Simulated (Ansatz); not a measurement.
**Sn: equation of state**

How stiff is Sn, and at what volume does the pressure vanish? The cell is scaled evenly, atoms carried along, and solved with LAPW, PAW and all-electron datasets made for the crystal.

Method: DFT PBEsol, scalar-relativistic, in Ansatz 0.2.0.

## Step 1: Starting point

The structure is tetragonal, space group I4/mmm (No. 139). The conventional cell has a = 3.182 Å, b = 3.182 Å, c = 5.831 Å, α = 90.00°, β = 90.00°, γ = 90.00°. Sn (site symmetry 4/mmm) is surrounded by 4 Sn at 3.18 Å.

Coordinates:

```
CELL_PARAMETERS angstrom
-1.59075 1.59075 2.91565
1.59075 -1.59075 2.91565
1.59075 1.59075 -2.91565
ATOMIC_POSITIONS crystal
Sn 0.00000 0.00000 0.00000
```

## Step 2: Volume × 0.94, LAPW

Contents of input.yaml:

```yaml
crystal:
  lattice:
    - [-1.5582766024, 1.5582766024, 2.8561302379]
    - [1.5582766024, -1.5582766024, 2.8561302379]
    - [1.5582766024, 1.5582766024, -2.8561302379]
  atoms:
    - { symbol: Sn, position: [0.0, 0.0, 0.0] }
kpoints:
  mp_grid: { grid: [15, 15, 18] }
  band_path:
    path:
      - [0.0, 0.0, 0.0]
      - [0.0, 0.0, 0.5]
      - [0.25, 0.25, 0.25]
      - [0.0, 0.5, 0.0]
      - [0.0, 0.0, 0.0]
      - [0.5, 0.5, -0.5]
      - [0.3244171603, 0.6755828397, -0.3244171603]
      - [-0.3244171603, 0.3244171603, 0.3244171603]
      - [0.0, 0.0, 0.0]
    npoints: 5
scf:
  occupations: { method: fermi_dirac, width: 0.08 }
hamiltonian:
  xc: pbesol
  pseudopotentials: { kind: all_electron, lapw: { basis_error: 0.00025 } }
output:
  forces: true
  stress: true
  eigenvalues: true
```

On the command line:

```sh
> ansatz run input.yaml --threads 1 --pin off --max-ram 3072MiB --backend cpu --events-out ev --progress --plain --runs-dir out
```

## Step 3: Volume × 0.94, PAW

Contents of input.yaml:

```yaml
crystal:
  lattice:
    - [-1.5582766024, 1.5582766024, 2.8561302379]
    - [1.5582766024, -1.5582766024, 2.8561302379]
    - [1.5582766024, 1.5582766024, -2.8561302379]
  atoms:
    - { symbol: Sn, position: [0.0, 0.0, 0.0] }
kpoints:
  mp_grid: { grid: [15, 15, 18] }
scf:
  occupations: { method: fermi_dirac, width: 0.08 }
hamiltonian:
  xc: pbesol
  pseudopotentials: { kind: paw }
output:
  forces: true
  stress: true
  eigenvalues: true
  efg: { contact_densities: true }
  write_density: true
  write_potential: true
  elf: true
  volumetric_format: npy
```

## Step 4: Volume × 0.94, crystal datasets

Changes to input.yaml since step 3:

```diff
@@ -13,3 +13,3 @@
   xc: pbesol
-  pseudopotentials: { kind: paw }
+  pseudopotentials: { kind: all_electron, datasets: crystal }
 output:
@@ -19,5 +19 @@
   efg: { contact_densities: true }
-  write_density: true
-  write_potential: true
-  elf: true
-  volumetric_format: npy
```

## Step 5: Volume × 0.98, LAPW

Contents of input.yaml:

```yaml
crystal:
  lattice:
    - [-1.5800735038, 1.5800735038, 2.8960812896]
    - [1.5800735038, -1.5800735038, 2.8960812896]
    - [1.5800735038, 1.5800735038, -2.8960812896]
  atoms:
    - { symbol: Sn, position: [0.0, 0.0, 0.0] }
kpoints:
  mp_grid: { grid: [15, 15, 18] }
  band_path:
    path:
      - [0.0, 0.0, 0.0]
      - [0.0, 0.0, 0.5]
      - [0.25, 0.25, 0.25]
      - [0.0, 0.5, 0.0]
      - [0.0, 0.0, 0.0]
      - [0.5, 0.5, -0.5]
      - [0.3244171603, 0.6755828397, -0.3244171603]
      - [-0.3244171603, 0.3244171603, 0.3244171603]
      - [0.0, 0.0, 0.0]
    npoints: 5
scf:
  occupations: { method: fermi_dirac, width: 0.08 }
hamiltonian:
  xc: pbesol
  pseudopotentials: { kind: all_electron, lapw: { basis_error: 0.00025 } }
output:
  forces: true
  stress: true
  eigenvalues: true
```

## Step 6: Volume × 0.98, PAW

Contents of input.yaml:

```yaml
crystal:
  lattice:
    - [-1.5800735038, 1.5800735038, 2.8960812896]
    - [1.5800735038, -1.5800735038, 2.8960812896]
    - [1.5800735038, 1.5800735038, -2.8960812896]
  atoms:
    - { symbol: Sn, position: [0.0, 0.0, 0.0] }
kpoints:
  mp_grid: { grid: [15, 15, 18] }
scf:
  occupations: { method: fermi_dirac, width: 0.08 }
hamiltonian:
  xc: pbesol
  pseudopotentials: { kind: paw }
output:
  forces: true
  stress: true
  eigenvalues: true
  efg: { contact_densities: true }
```

## Step 7: Volume × 0.98, crystal datasets

Changes to input.yaml since step 6:

```diff
@@ -13,3 +13,3 @@
   xc: pbesol
-  pseudopotentials: { kind: paw }
+  pseudopotentials: { kind: all_electron, datasets: crystal }
 output:
```

## Step 8: Volume × 1.01, LAPW

Contents of input.yaml:

```yaml
crystal:
  lattice:
    - [-1.5960349225, 1.5960349225, 2.925336616]
    - [1.5960349225, -1.5960349225, 2.925336616]
    - [1.5960349225, 1.5960349225, -2.925336616]
  atoms:
    - { symbol: Sn, position: [0.0, 0.0, 0.0] }
kpoints:
  mp_grid: { grid: [15, 15, 18] }
  band_path:
    path:
      - [0.0, 0.0, 0.0]
      - [0.0, 0.0, 0.5]
      - [0.25, 0.25, 0.25]
      - [0.0, 0.5, 0.0]
      - [0.0, 0.0, 0.0]
      - [0.5, 0.5, -0.5]
      - [0.3244171603, 0.6755828397, -0.3244171603]
      - [-0.3244171603, 0.3244171603, 0.3244171603]
      - [0.0, 0.0, 0.0]
    npoints: 5
scf:
  occupations: { method: fermi_dirac, width: 0.08 }
hamiltonian:
  xc: pbesol
  pseudopotentials: { kind: all_electron, lapw: { basis_error: 0.00025 } }
output:
  forces: true
  stress: true
  eigenvalues: true
```

## Step 9: Volume × 1.01, PAW

Contents of input.yaml:

```yaml
crystal:
  lattice:
    - [-1.5960349225, 1.5960349225, 2.925336616]
    - [1.5960349225, -1.5960349225, 2.925336616]
    - [1.5960349225, 1.5960349225, -2.925336616]
  atoms:
    - { symbol: Sn, position: [0.0, 0.0, 0.0] }
kpoints:
  mp_grid: { grid: [15, 15, 18] }
scf:
  occupations: { method: fermi_dirac, width: 0.08 }
hamiltonian:
  xc: pbesol
  pseudopotentials: { kind: paw }
output:
  forces: true
  stress: true
  eigenvalues: true
  efg: { contact_densities: true }
```

## Step 10: Volume × 1.01, crystal datasets

Changes to input.yaml since step 9:

```diff
@@ -13,3 +13,3 @@
   xc: pbesol
-  pseudopotentials: { kind: paw }
+  pseudopotentials: { kind: all_electron, datasets: crystal }
 output:
```

## Step 11: Volume × 1.04, LAPW

Contents of input.yaml:

```yaml
crystal:
  lattice:
    - [-1.6116833216, 1.6116833216, 2.9540182158]
    - [1.6116833216, -1.6116833216, 2.9540182158]
    - [1.6116833216, 1.6116833216, -2.9540182158]
  atoms:
    - { symbol: Sn, position: [0.0, 0.0, 0.0] }
kpoints:
  mp_grid: { grid: [15, 15, 18] }
  band_path:
    path:
      - [0.0, 0.0, 0.0]
      - [0.0, 0.0, 0.5]
      - [0.25, 0.25, 0.25]
      - [0.0, 0.5, 0.0]
      - [0.0, 0.0, 0.0]
      - [0.5, 0.5, -0.5]
      - [0.3244171604, 0.6755828396, -0.3244171604]
      - [-0.3244171604, 0.3244171604, 0.3244171604]
      - [0.0, 0.0, 0.0]
    npoints: 5
scf:
  occupations: { method: fermi_dirac, width: 0.08 }
hamiltonian:
  xc: pbesol
  pseudopotentials: { kind: all_electron, lapw: { basis_error: 0.00025 } }
output:
  forces: true
  stress: true
  eigenvalues: true
```

## Step 12: Volume × 1.04, PAW

Contents of input.yaml:

```yaml
crystal:
  lattice:
    - [-1.6116833216, 1.6116833216, 2.9540182158]
    - [1.6116833216, -1.6116833216, 2.9540182158]
    - [1.6116833216, 1.6116833216, -2.9540182158]
  atoms:
    - { symbol: Sn, position: [0.0, 0.0, 0.0] }
kpoints:
  mp_grid: { grid: [15, 15, 18] }
scf:
  occupations: { method: fermi_dirac, width: 0.08 }
hamiltonian:
  xc: pbesol
  pseudopotentials: { kind: paw }
output:
  forces: true
  stress: true
  eigenvalues: true
  efg: { contact_densities: true }
```

## Step 13: Volume × 1.04, crystal datasets

Changes to input.yaml since step 12:

```diff
@@ -13,3 +13,3 @@
   xc: pbesol
-  pseudopotentials: { kind: paw }
+  pseudopotentials: { kind: all_electron, datasets: crystal }
 output:
```

(Steps that only read results are left out.)

**Question.** What will these runs give?

**Answer**, as computed:

```
                        quantity      value
pressure at 27.74 Å³/atom (LAPW)  -1.68 GPa
pressure at 30.69 Å³/atom (LAPW)  -5.27 GPa
```

Over this range the mean stiffness −dP/dlnV is 36 GPa by LAPW; the pressure keeps one sign, so equilibrium lies outside the range. No thermal or zero-point expansion is included. The k mesh doesn't keep the crystal's whole symmetry, which leaves small spurious terms.
